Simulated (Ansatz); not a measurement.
# LiCuAuO2 (R3m) in Ansatz: further runs, part 2 of 2

Ansatz 0.2.0. Earlier steps stand in the parts before.

### Step 5. Relaxation of cell and atoms, PBE+D4

input.yaml reads:

```yaml
crystal:
  lattice:
    - [1.6371994655, 0.9452375521, 6.418816]
    - [-1.6371994655, 0.9452375521, 6.418816]
    - [0.0, -1.8904751042, 6.418816]
  atoms:
    - { symbol: Au, position: [0.991794, 0.991794, 0.991794] }
    - { symbol: Cu, position: [0.515803, 0.515803, 0.515803] }
    - { symbol: O, position: [0.100922, 0.100922, 0.100922] }
    - { symbol: O, position: [0.884222, 0.884222, 0.884222] }
    - { symbol: Li, position: [0.757259, 0.757259, 0.757259] }
hamiltonian:
  xc: pbe
  pseudopotentials: { kind: paw }
  dispersion: d4
kpoints:
  mp_grid: { grid: [9, 9, 9] }
scf:
  occupations: { method: fermi_dirac, width: 0.05 }
output:
  forces: true
  stress: true
  eigenvalues: true
  write_density: true
  write_potential: true
  elf: true
  volumetric_format: npy
relax:
  f_tol: 0.01
  max_steps: 40
  cell: { stress_tol: 0.05 }
```

Potentials or basis: Ansatz PAW.

Run with:

```
ansatz run input.yaml --threads 2 --pin off --max-ram 5632MiB --backend cpu --events-out ev --progress --plain --runs-dir out
```

The program printed:

```text
Warning: RAYON_NUM_THREADS=2 ignored (pool sized by the plan → 2); use --threads N
basis.fft_grid_basis auto: the FFT boxes are laid along the combinations [[1, -1, 0], [0, 1, 0], [0, -1, 1]] of the cell's own vectors, 3.274, 6.691 and 3.274 Å long. The dense box has 24×45×24 points. Along the cell's own vectors, as sized, it would have 45×45×45, 3.52 times as many. Of the 6 symmetry operations that the crystal satisfies within crystal.symmetry.tolerance (time reversal apart; of a slab, those that keep its plane) the dense box along the cell's own vectors carries 6, and the one as laid loses 4 of those. basis.fft_grid_basis: typed keeps the cell's own vectors: state it where this run's energies or levels are differenced outside the engine with another run's, or held beside a run that keeps those vectors. Those combinations have planes normal to reciprocal vector 3, as the cell's own vectors have. Each planar average written beside output.write_density, output.write_potential has a row for each plane of the box: 24. The volumetric files lie along those combinations, not along the cell's own vectors: a cube or XSF file states them, and fields.json those of NumPy files.
Engine: ansatz 0.2.0, x86_64-unknown-linux-gnu
Pseudopotentials: kind: paw
Pseudopotential: Au, paw, valence charge 19, recommended cutoff 420 eV (normal), Au.paw.azcp
Pseudopotential: Cu, paw, valence charge 19, recommended cutoff 420 eV (normal), Cu.paw.azcp
Pseudopotential: O, paw, valence charge 6, recommended cutoff 420 eV (normal), O.paw.azcp
Pseudopotential: Li, paw, valence charge 3, recommended cutoff 420 eV (normal), Li.paw.azcp
Functional definition: PBE
  parameter kappa = 0.804
[... 228 lines left out ...]
  k-point 1: bands = ["-101.0619", "-93.9818", "-58.5549", "-58.5545", "-58.2433", "-45.7252", "-45.2630", "-45.2598", "-32.6359", "-8.2875", "-6.3481", "3.6887", "5.3058", "5.5480", "5.7692", "7.4369", "7.5010", "7.6322", "7.6327", "7.7468", "8.8921", "8.8972", "9.3139", "9.5845", "9.8691", "11.1891", "11.3055", "12.2481", "15.9477", "17.1451", "21.2086", "22.6471"]
  k-point 2: bands = ["-101.0618", "-93.9815", "-58.5562", "-58.5548", "-58.2432", "-45.7241", "-45.2742", "-45.2627", "-32.6317", "-8.1591", "-6.3343", "3.9107", "4.9928", "5.6369", "6.2728", "7.0374", "7.4954", "7.5491", "7.7238", "8.0777", "8.5884", "8.7490", "9.2107", "9.6832", "9.9035", "10.7010", "10.9821", "12.8985", "16.5541", "17.3964", "20.7798", "21.5673"]
  k-point 84: bands = ["-101.0619", "-93.9818", "-58.5549", "-58.5545", "-58.2433", "-45.7253", "-45.2630", "-45.2598", "-32.6358", "-8.2298", "-6.4590", "4.7331", "5.2808", "5.6191", "5.7997", "6.0561", "7.2855", "7.4045", "7.5136", "7.7159", "8.9198", "8.9347", "9.4183", "9.8970", "9.9144", "10.9998", "11.1482", "14.0752", "14.3658", "18.4572", "19.8249", "22.7965"]
--- Relaxed structure (10 steps of the walk, 9 accepted, 2 SCFs on fresh bases) ---
  F+E_penalty+E_count = -21113.77708012 eV   max|allowed force component| = 1.135e-3 eV/Å   (the final SCF, on the basis selected at the relaxed cell)
  cell:  # Å, volume = 57.9810 Å³
    - [1.6221457386458111, 0.9365462788719631, 6.360850479805608]
    - [-1.6221457386458111, 0.9365462788719631, 6.360850479805608]
    - [-4.154706412719898e-34, -1.8730925577439261, 6.360850479805608]
  atoms:
    - { symbol: Au, position: [0.9905015405637936, 0.9905015405637936, 0.9905015405637936] }
    - { symbol: Cu, position: [0.5201001997840127, 0.5201001997840127, 0.5201001997840127] }
    - { symbol: O, position: [0.09749978678201422, 0.09749978678201422, 0.09749978678201422] }
    - { symbol: O, position: [0.8824992793879226, 0.8824992793879226, 0.8824992793879226] }
    - { symbol: Li, position: [0.7593991934822567, 0.7593991934822567, 0.7593991934822567] }
```

v_z.tsv:

```text
# z_ang	v_es[eV]	v_tot[eV]
# format = ansatz-planar-average/11
# xc	pbe
# density_cutoff_ev	1680
# datasets	Au=:simpson_from_first_knot:soft	Cu=:simpson_from_first_knot:soft	O=:simpson_from_first_knot:soft	Li=:simpson_from_first_knot:soft
# lattice	1.622145739	0.936546279	6.360850480
# lattice	-1.622145739	0.936546279	6.360850480
# lattice	-0.000000000	-1.873092558	6.360850480
# sites	5
# site	79	-0.000000000	0.000000000	18.901296599
# site	29	-0.000000000	0.000000000	9.924838816
# site	8	0.000000000	-0.000000000	1.860544697
# site	8	-0.000000000	0.000000000	16.840337894
# site	3	-0.000000000	0.000000000	14.491274173
0.000000	2.361689e0	-1.053704e1
0.276288	2.950101e0	-9.745127e0
0.552575	3.865620e0	-8.483428e0
0.828863	5.062717e0	-6.807248e0
1.105151	6.304542e0	-5.020466e0
1.381438	7.545062e0	-3.233320e0
[... 16 lines left out ...]
6.078329	2.076142e0	-1.080081e1
6.354617	2.043284e0	-1.091836e1
```

It took 2.2 min on 2 threads of AMD EPYC 7R43 (Zen 3), shared host; peak memory 0.55 GiB.

Results:

```yaml
Free_energy: -21113.7771 eV
Relaxed_volume: 11.60 Å³/atom
Relaxed_cell: a = 6.631 Å, b = 6.631 Å, c = 6.631 Å, α = 28.32°, β = 28.32°, γ = 28.32°
Space_group_after_relaxing_to_0.05_Å: R3m (No. 160)
Energy_gained_by_relaxing: 9.2 meV/atom
Ionic_steps: 11
Pressure_after_relaxing: 0.0 GPa
Band_gap_on_the_k_mesh: none (metal or under the smearing width)
```

The path:
| step | energy change (eV) | largest force (eV/Å) | volume (Å³) |
| --- | --- | --- | --- |
| 1 | 0.0000 | 0.3400 | 59.60 |
| 2 | -0.0341 | 0.1892 | 58.25 |
| 3 | -0.0441 | 0.1431 | 57.49 |
| 4 | -0.0490 | 0.0463 | 57.64 |
| 5 | -0.0500 | 0.0304 | 57.86 |
| 6 | -0.0502 | 0.0128 | 58.01 |
| 7 | -0.0501 | 0.0127 | 58.05 |
| 8 | -0.0502 | 0.0008 | 58.05 |
| 9 | -0.0460 | 0.0008 | 58.05 |
| 10 | -0.0462 | 0.0011 | 57.98 |
| 11 | -0.0460 | 0.0011 | 57.98 |

Final structure:
```
Au Cu O Li
1.0
     1.62215    0.93655    6.36085
    -1.62215    0.93655    6.36085
     0.00000   -1.87309    6.36085
Au Cu O Li
1 1 2 1
Direct
  0.99050 0.99050 0.99050
  0.52010 0.52010 0.52010
  0.09750 0.09750 0.09750
  0.88250 0.88250 0.88250
  0.75940 0.75940 0.75940
```

Caveat: the plane-wave basis is chosen anew once the cell has moved, so the energies of steps on either side of that aren't comparable; the pressure holds a Pulay correction of +0.5 GPa for the finite cutoff; an odd number of electrons without spin polarisation forces a metal; a magnetic or distorted state may lie lower; the run has no spin polarisation, though such a crystal can be magnetic; semilocal functionals often make such compounds metallic where correlation or magnetic order opens a gap, which also shifts bond lengths; pairwise dispersion overbinds metals, which lowers pressure and volume.

### Step 6. Overview

| level | gap on the mesh (eV) | pressure (GPa) | relaxed volume (Å³/atom) |
| --- | --- | --- | --- |
| PBE | none | 0.0 | 12.52 |
| PBE+D3(BJ) | none | 0.0 | 11.48 |
| PBE+D3(BJ)-ATM | none | 0.0 | 11.60 |
| PBE+D4 | none | 0.0 | 11.60 |

Alike in all rows: task relaxation of cell and atoms; potentials or basis Ansatz PAW; no spin polarisation; cell relaxed; k mesh 9 × 9 × 9; cutoff (eV) 420; smearing fermi-dirac 0.05 eV.

Caveats: the plane-wave basis is chosen anew once the cell has moved, so the energies of steps on either side of that aren't comparable; an odd number of electrons without spin polarisation forces a metal; a magnetic or distorted state may lie lower; the run has no spin polarisation, though such a crystal can be magnetic; semilocal functionals often make such compounds metallic where correlation or magnetic order opens a gap, which also shifts bond lengths; pairwise dispersion overbinds metals, which lowers pressure and volume (some runs).

Absolute energies hang on the potentials; compare differences alone.
